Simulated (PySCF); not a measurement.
# Ge₂H₄: triplet, from a doubly bridged, trans start

The task is one start of a wider search on Ge₂H₄: the triplet, from a doubly bridged, trans start. It is relaxed, tested by its Hessian and followed downhill if it is a saddle.

Program: PySCF 2.14.0. Level of theory: PBE0, basis Ge def2-TZVP, H def2-TZVP, no relativity, density fitting. These are calculated values, not measurements.

## (1) Starting geometry

6 atoms, charge 0, spin multiplicity 3.

Bond lengths: Ge1–Ge2 2.212 Å, Ge1–H3 1.622 Å, Ge1–H4 1.622 Å, Ge1–H5 1.522 Å, Ge2–H3 1.622 Å, Ge2–H4 1.622 Å, Ge2–H6 1.522 Å. Angles: Ge2–Ge1–H3 47.0°, Ge2–Ge1–H4 47.0°, Ge2–Ge1–H5 120.2°, H3–Ge1–H4 94.0°, H3–Ge1–H5 110.0°, H4–Ge1–H5 110.0°, Ge1–Ge2–H3 47.0°, Ge1–Ge2–H4 47.0°, Ge1–Ge2–H6 120.2°, H3–Ge2–H4 94.0°, H3–Ge2–H6 110.0°, H4–Ge2–H6 110.0°, Ge1–H3–Ge2 86.0°, Ge1–H4–Ge2 86.0°.

```xyz
6
charge 0 multiplicity 3
Ge    1.1061    0.0000    0.0000
Ge   -1.1061    0.0000    0.0000
H     0.0000    1.1861    0.0000
H     0.0000   -1.1861    0.0000
H     1.8711    0.0000    1.3158
H    -1.8711    0.0000   -1.3158
```

## (2) First SCF at the start

One driver script runs all steps and calls PySCF; scf.py shows how it sets up the SCF of each step. The optimiser is the driver's own. After this first run the driver tries any further starts and a stability analysis.

Contents of scf.py:

```python
from pyscf import gto, scf, dft
mol = gto.M(atom='''
Ge     1.106100     0.000000     0.000000
Ge    -1.106100     0.000000     0.000000
H      0.000000     1.186100     0.000000
H      0.000000    -1.186100     0.000000
H      1.871100     0.000000     1.315800
H     -1.871100     0.000000    -1.315800''',
    basis={'Ge': 'def2-TZVP', 'H': 'def2-TZVP'},
    charge=0, spin=2)
mf = dft.UKS(mol, xc='PBE0')
mf.grids.atom_grid = (50, 194)
aux = {'Ge': 'def2-universal-JKFIT', 'H': 'def2-universal-JKFIT'}
mf = mf.density_fit(auxbasis=aux)
mf.conv_tol = 1e-08
mf.diis_space = 10
mf.max_cycle = 60
mf.init_guess = 'minao'
mf.verbose = 4
mf.kernel()
```

On the command line:

```console
> OMP_NUM_THREADS=4 python axn.py task.json out
```

Standard output:

```text
init E= -4154.85109989737
[... the frontier-level lines of each cycle are left out ...]
cycle= 1 E= -4155.64144686337  delta_E= -0.79  |g|= 0.589  |ddm|= 1.72
cycle= 2 E= -4155.62858996365  delta_E= 0.0129  |g|= 0.667  |ddm|= 0.533
cycle= 3 E= -4155.69070089147  delta_E= -0.0621  |g|= 0.015  |ddm|=  0.3
cycle= 4 E= -4155.69088021478  delta_E= -0.000179  |g|= 0.00694  |ddm|= 0.0378
cycle= 5 E= -4155.69091631559  delta_E= -3.61e-05  |g|= 0.0016  |ddm|= 0.0112
cycle= 6 E= -4155.69091902379  delta_E= -2.71e-06  |g|= 0.000555  |ddm|= 0.0034
cycle= 7 E= -4155.69091935398  delta_E= -3.3e-07  |g|= 6.37e-05  |ddm|= 0.00139
cycle= 8 E= -4155.69091936285  delta_E= -8.87e-09  |g|= 1.92e-05  |ddm|= 0.000311
Extra cycle  E= -4155.69091936335  delta_E= -4.96e-10  |g|= 1.24e-05  |ddm|= 6.08e-05
converged SCF energy = -4155.69091936335  <S^2> = 2.0126849  2S+1 = 3.0084447
```

This step, with its further starts and checks, took 24 s on 4 threads of Arm Neoverse V1, shared host.

The starts that the driver tried:

| start | energy (Eh) |
| --- | --- |
| the minimal-basis guess | -4155.690919 |
| a thermally smeared density | -4155.690919 |
| a smeared PBE density | -4155.690919 |

The test of internal stability and the other starts found no lower solution of this spin.

## (3) Relaxation: doubly bridged, trans start, triplet

The program finds C2h symmetry in the start, which this walk keeps. The walk stops when the largest gradient is under 0.0003 Eh/bohr and the energy has settled too.

Changes to scf.py since step 2:

```diff
@@ -4 +4 @@
-Ge    -1.106100     0.000000     0.000000
+Ge    -1.106100     0.000000    -0.000000
@@ -18 +17,0 @@
-mf.init_guess = 'minao'
```

Energy and gradient, step by step:

| step | energy (Eh) | change (kJ/mol) | largest symmetric gradient (Eh/bohr) |
| --- | --- | --- | --- |
| 0 | -4155.690919 | 0.00 | 0.13596 |
| 1 | -4155.736814 | -120.50 | 0.06133 |
| 2 | -4155.753899 | -165.35 | 0.01770 |
| 3 | -4155.755272 | -168.96 | 0.00500 |
| 4 | -4155.755442 | -169.40 | 0.00195 |
| 5 | -4155.755472 | -169.48 | 0.00026 |
| 6 | -4155.755472 | -169.48 | 0.00006 |

The walk took 27 s.

After 6 steps and 169.5 kJ/mol it ends at C2h: Ge–Ge 2.687 Å, Ge–H 1.566 Å (×2), Ge–H 1.752 Å (×4); Ge–Ge–H 39.9° (×4), Ge–Ge–H 98.9° (×2), Ge–H–Ge 100.2° (×2), H–Ge–H 79.8° (×2), H–Ge–H 96.8° (×4).

## (4) Frequencies

The point is checked on the finer grid, and tightened if its gradient asks for it. The Hessian and the dipole derivatives come from central differences of analytic gradients, with steps of 0.02 bohr.

Changes to scf.py since step 3:

```diff
@@ -3,6 +3,6 @@
-Ge     1.106100     0.000000     0.000000
-Ge    -1.106100     0.000000    -0.000000
-H      0.000000     1.186100     0.000000
-H      0.000000    -1.186100     0.000000
-H      1.871100     0.000000     1.315800
-H     -1.871100     0.000000    -1.315800''',
+Ge     1.333332     0.000000    -0.166069
+Ge    -1.333332     0.000000     0.166069
+H      0.000000     1.123626     0.000000
+H      0.000000    -1.123626     0.000000
+H      1.766048     0.000000     1.338997
+H     -1.766048     0.000000    -1.338997''',
@@ -12 +12 @@
-mf.grids.atom_grid = (50, 194)
+mf.grids.atom_grid = (75, 302)
@@ -15 +15 @@
-mf.conv_tol = 1e-08
+mf.conv_tol = 1e-10
```

The driver hands on the density of the step before, so the log starts near convergence.

SCF at the final geometry:

```text
init E= -4155.75541614231
[... the frontier-level lines of each cycle are left out ...]
cycle= 1 E= -4155.75541614228  delta_E= 2.73e-11  |g|= 4.74e-07  |ddm|= 9.64e-07
Extra cycle  E= -4155.75541614228  delta_E= -1.82e-12  |g|= 5.21e-07  |ddm|= 9.58e-07
converged SCF energy = -4155.75541614228  <S^2> = 2.0167789  2S+1 = 3.0111652
```

The whole step took 2.1 min.

Geometry: C2h; Ge–Ge 2.687 Å, Ge–H 1.566 Å (×2), Ge–H 1.752 Å (×4); Ge–Ge–H 39.9° (×4), Ge–Ge–H 98.9° (×2), Ge–H–Ge 100.2° (×2), H–Ge–H 79.8° (×2), H–Ge–H 96.8° (×4).

Harmonic modes (main isotopes):

```tsv
symmetry	ω (cm⁻¹)	IR (km/mol)
bu	137i	267
bu	152	7.1
ag	237	0.0
au	336	1.4
ag	645	0.0
bg	667	0.0
bu	873	26.3
bg	971	0.0
au	1336	58.4
ag	1592	0.0
bu	1999	263
ag	2006	0.0
```

With 1 mode imaginary (up to 137i cm⁻¹) this point is a saddle.

Properties at this point:

| Item | Value |
| --- | --- |
| Dipole moment | 0.00 D |
| Highest occupied level | -4.54 eV |
| Lowest empty level | -4.18 eV |
| Rotational constants | 2.317, 0.06139, 0.0609 cm⁻¹ |
| Zero-point energy (real modes) | 64.7 kJ/mol |
| Principal polarisabilities | 56.7, 64.4, 132.3 bohr³ |
| Atomisation energy without zero-point energy | 1157 kJ/mol |
| Principal traceless quadrupole moments about the centre of mass | -1.85, -1.28, 3.13 D Å |
| Spin squared ⟨S²⟩ | 2.017 |

Charges (e) and bond orders:

```tsv
atom	Mulliken	Löwdin	polar tensor	spin (Mulliken)	Mayer order to Ge1
Ge1	-0.15	-0.02	0.07	0.98	–
Ge2	-0.15	-0.02	0.07	0.98	0.84
H3,4	0.12	0.07	0.01	-0.03	0.47
H5	0.03	-0.05	-0.07	0.05	0.91
H6	0.03	-0.05	-0.07	0.05	0.05
```

Outer orbital energies (eV). α occupied: -33.66, -17.23, -13.74, -10.57, -10.06, -8.59, -7.00, -4.54; empty: -0.67, 0.44, 0.48, 0.89. β occupied: -33.60, -33.57, -33.57, -16.72, -12.78, -10.06, -9.70, -7.43; empty: -4.18, -1.80, 0.07, 0.78.

Mulliken populations on Ge1: s 7.71, p 14.30, d 10.13, f 0.01.

## (5) Following the imaginary mode

The start is the last point, displaced along its most imaginary mode.

The program finds Cs symmetry in the start, which this walk keeps. The walk stops when the largest gradient is under 0.0003 Eh/bohr and the energy has settled too.

Changes to scf.py since step 4:

```diff
@@ -3,6 +3,6 @@
-Ge     1.333332     0.000000    -0.166069
-Ge    -1.333332     0.000000     0.166069
-H      0.000000     1.123626     0.000000
-H      0.000000    -1.123626     0.000000
-H      1.766048     0.000000     1.338997
-H     -1.766048     0.000000    -1.338997''',
+Ge     1.328338     0.000000    -0.163196
+Ge    -1.338326    -0.000000     0.168942
+H      0.201016     1.123626    -0.148636
+H      0.201016    -1.123626    -0.148636
+H      1.931323     0.000000     1.276878
+H     -1.600772    -0.000000    -1.401117''',
@@ -12 +12 @@
-mf.grids.atom_grid = (75, 302)
+mf.grids.atom_grid = (50, 194)
@@ -15 +15 @@
-mf.conv_tol = 1e-10
+mf.conv_tol = 1e-08
```

The optimiser's trace (not every step is listed):

| step | energy (Eh) | change (kJ/mol) | largest symmetric gradient (Eh/bohr) |
| --- | --- | --- | --- |
| 0 | -4155.754884 | 0.00 | 0.01414 |
| 1 | -4155.755563 | -1.78 | 0.00665 |
| 2 | -4155.755746 | -2.26 | 0.00159 |
| 3 | -4155.755763 | -2.31 | 0.00090 |
| 4 | -4155.755774 | -2.34 | 0.00094 |
| 5 | -4155.755784 | -2.36 | 0.00117 |
| 6 | -4155.755817 | -2.45 | 0.00150 |
| 7 | -4155.755916 | -2.71 | 0.00176 |
| 8 | -4155.756032 | -3.01 | 0.00391 |
| 9 | -4155.756205 | -3.47 | 0.00279 |
| 10 | -4155.756695 | -4.75 | 0.00442 |
| 12 | -4155.758421 | -9.29 | 0.02466 |
| 14 | -4155.768788 | -36.50 | 0.02851 |
| 16 | -4155.793025 | -100.14 | 0.03807 |
| 18 | -4155.803259 | -127.01 | 0.02537 |
| 20 | -4155.806377 | -135.19 | 0.00588 |
| 21 | -4155.807123 | -137.15 | 0.00480 |
| 22 | -4155.807249 | -137.48 | 0.00451 |
| 23 | -4155.807405 | -137.89 | 0.00296 |
| 24 | -4155.807543 | -138.26 | 0.00127 |
| 25 | -4155.807552 | -138.28 | 0.00049 |
| 26 | -4155.807553 | -138.28 | 0.00014 |

The walk took 1.9 min.

Positions (Å) and forces (eV/Å) along the way:

```
step 0
Ge   1.328   0.000  -0.163   0.727   0.000   0.138
Ge  -1.338   0.000   0.169  -0.337   0.000  -0.115
H    0.201   1.124  -0.149  -0.177   0.418  -0.017
H    0.201  -1.124  -0.149  -0.177  -0.418  -0.017
H    1.931   0.000   1.277  -0.053   0.000  -0.149
H   -1.601   0.000  -1.401   0.017   0.000   0.160
step 1
Ge   1.336   0.000  -0.160   0.342   0.000   0.030
Ge  -1.345   0.000   0.163  -0.212   0.000  -0.025
H    0.199   1.144  -0.147  -0.058   0.159  -0.008
H    0.199  -1.144  -0.147  -0.058  -0.159  -0.008
H    1.935   0.000   1.274  -0.013   0.000  -0.040
H   -1.602   0.000  -1.400  -0.001   0.000   0.050
step 13
Ge   1.207   0.000  -0.014  -1.326   0.000   0.352
Ge  -1.432   0.000   0.405   0.255   0.000  -0.061
H    0.740   1.386  -0.622   0.516  -0.872   0.081
H    0.740  -1.386  -0.622   0.516   0.872   0.081
H    1.397   0.000   1.517   0.373   0.000  -0.330
H   -1.930   0.000  -1.079  -0.334   0.000  -0.123
step 26
Ge   0.825   0.000   0.081  -0.001   0.000   0.004
Ge  -1.590   0.000   0.285   0.003   0.000   0.007
H    1.306   1.256  -0.668   0.001  -0.003  -0.001
H    1.306  -1.256  -0.668   0.001   0.003  -0.001
H    1.398   0.000   1.506  -0.005   0.000  -0.008
H   -2.522   0.000  -0.953   0.001   0.000  -0.002
```

End point (Cs, 26 steps, 138.3 kJ/mol gained): Ge–Ge 2.424 Å, Ge–H 1.535 Å, Ge–H 1.540 Å (×2), Ge–H 1.550 Å; Ge–Ge–H 107.1°, Ge–Ge–H 110.7° (×2), Ge–Ge–H 122.1°, H–Ge–H 109.5° (×3).

## (6) Hessian and properties

As before: finer grid, then central differences.

Changes to scf.py since step 5:

```diff
@@ -3,6 +3,6 @@
-Ge     1.328338     0.000000    -0.163196
-Ge    -1.338326    -0.000000     0.168942
-H      0.201016     1.123626    -0.148636
-H      0.201016    -1.123626    -0.148636
-H      1.931323     0.000000     1.276878
-H     -1.600772    -0.000000    -1.401117''',
+Ge     1.187333     0.000000    -0.092054
+Ge    -1.227404    -0.000000     0.112345
+H      1.669810     1.255698    -0.841137
+H      1.669810    -1.255698    -0.841137
+H      1.759341    -0.000000     1.332198
+H     -2.159031     0.000000    -1.126003''',
@@ -12 +12 @@
-mf.grids.atom_grid = (50, 194)
+mf.grids.atom_grid = (75, 302)
@@ -15 +15 @@
-mf.conv_tol = 1e-08
+mf.conv_tol = 1e-10
```

SCF at the final geometry:

```text
init E= -4155.80744145934
[... the frontier-level lines of each cycle are left out ...]
cycle= 1 E= -4155.80744145934  delta_E= -7.28e-12  |g|= 4.47e-06  |ddm|= 4.15e-06
Extra cycle  E= -4155.80744145934  delta_E= 2.73e-12  |g|= 5.04e-06  |ddm|= 3.47e-06
converged SCF energy = -4155.80744145934  <S^2> = 2.004062  2S+1 = 3.0027068
```

The whole step took 2.6 min on 4 threads of Arm Neoverse V1, shared host.

Geometry: Cs; Ge–Ge 2.423 Å, Ge–H 1.535 Å, Ge–H 1.540 Å (×2), Ge–H 1.550 Å; Ge–Ge–H 107.0°, Ge–Ge–H 110.7° (×2), Ge–Ge–H 122.1°, H–Ge–H 109.3°, H–Ge–H 109.6° (×2).

Modes, for the most abundant isotopes:

```
symmetry  ω (cm⁻¹)  IR (km/mol)  μ (u)
     a''        88          0.0   1.02
      a'       252          2.2  37.63
      a'       396         10.4   1.02
     a''       469          4.4   1.06
      a'       578         11.2   1.07
      a'       787          277   1.03
     a''       868         35.3   1.02
      a'       870         37.9   1.02
      a'      2065          110   1.02
      a'      2128         82.2   1.01
     a''      2134         91.7   1.02
      a'      2167         86.2   1.02
```

Every mode is real; the point is a minimum.

Properties at this point:

```yaml
Dipole_moment: 0.46 D
Highest_occupied_level: -5.48 eV
Lowest_empty_level: -3.36 eV
Rotational_constants: 2.095, 0.07223, 0.07171 cm⁻¹
Zero-point_energy: 76.6 kJ/mol
Principal_polarisabilities: 56.9, 59.0, 92.4 bohr³
Atomisation_energy_without_zero-point_energy: 1294 kJ/mol
Principal_traceless_quadrupole_moments_about_the_centre_of_mass: -1.48, 0.51, 0.97 D Å
Entropy_at_298.15_K_and_1_bar_electronic_part_spin_only: 317.3 J/(mol K)
Heat_capacity_Cp_at_298.15_K: 72.5 J/(mol K)
Enthalpy_at_298.15_K_above_0_K: 15.64 kJ/mol
Rotational_symmetry_number: 1
Spin_squared_⟨S²⟩: 2.004
```

Populations by atom (charges in e):

```json
{"atom": "Ge1", "Mulliken": "-0.02", "Löwdin": "0.11", "polar tensor": "0.81", "spin (Mulliken)": "0.09", "Mayer order to Ge1": "–"}
{"atom": "Ge2", "Mulliken": "-0.10", "Löwdin": "0.09", "polar tensor": "0.05", "spin (Mulliken)": "1.79", "Mayer order to Ge1": "0.97"}
{"atom": "H3,4", "Mulliken": "0.03", "Löwdin": "-0.05", "polar tensor": "-0.25", "spin (Mulliken)": "0.04", "Mayer order to Ge1": "0.93"}
{"atom": "H5", "Mulliken": "0.03", "Löwdin": "-0.05", "polar tensor": "-0.22", "spin (Mulliken)": "-0.01", "Mayer order to Ge1": "0.94"}
{"atom": "H6", "Mulliken": "0.04", "Löwdin": "-0.06", "polar tensor": "-0.14", "spin (Mulliken)": "0.04", "Mayer order to Ge1": "0.05"}
```

Outer orbital energies (eV). α occupied: -33.50, -16.36, -14.12, -10.07, -10.04, -9.13, -6.80, -5.48; empty: -0.11, 0.70, 1.06, 1.36. β occupied: -33.44, -33.40, -33.38, -15.90, -12.96, -9.94, -9.80, -8.57; empty: -3.36, -1.92, 0.39, 1.04.

Mulliken populations on Ge1: s 7.41, p 14.45, d 10.15, f 0.01.

## (7) All stationary points

| spin | group | bonds | imaginary modes (cm⁻¹) | ΔE (kJ/mol) | with zero-point energy |
| --- | --- | --- | --- | --- | --- |
| triplet | Cs | Ge–Ge 2.423 Å, Ge–H 1.535 Å, Ge–H 1.540 Å (×2), Ge–H 1.550 Å | none | 0.0 | 0.0 |
| triplet | C2h | Ge–Ge 2.687 Å, Ge–H 1.566 Å (×2), Ge–H 1.752 Å (×4) | 137i | 136.6 | – |

## (8) Results

| quantity | value |
| --- | --- |
| minimum | triplet, Cs |
| geometry | Ge–Ge 2.423 Å, Ge–H 1.535 Å, Ge–H 1.540 Å (×2), Ge–H 1.550 Å; Ge–Ge–H 107.0°, Ge–Ge–H 110.7° (×2), Ge–Ge–H 122.1°, H–Ge–H 109.3°, H–Ge–H 109.6° (×2) |
| wavenumbers (cm⁻¹) | 88 (a''), 252 (a'), 396 (a'), 469 (a''), 578 (a'), 787 (a'), 868 (a''), 870 (a'), 2065 (a'), 2128 (a'), 2134 (a''), 2167 (a') |
| dipole moment | 0.46 D |
| highest occupied, lowest empty level (either spin) | -5.48, -3.36 eV |
| polar-tensor charge of Ge1 | +0.81 e |
| zero-point energy | 76.6 kJ/mol |
| entropy at 298.15 K | 317.3 J/(mol K) |
| atomisation energy (no zero-point energy) | 1294 kJ/mol |
| ⟨S²⟩ | 2.004 |

**Reading.** The doubly bridged, trans start (C2h) ends in a minimum of Cs symmetry, after a stop at a saddle point 136.6 kJ/mol higher, from which it was pushed off along an imaginary mode. In the infrared the band at 787 cm⁻¹ (a') leads. Only this shape and spin were tried, so other structures or states may lie lower.

The search up to here took 7.4 min.
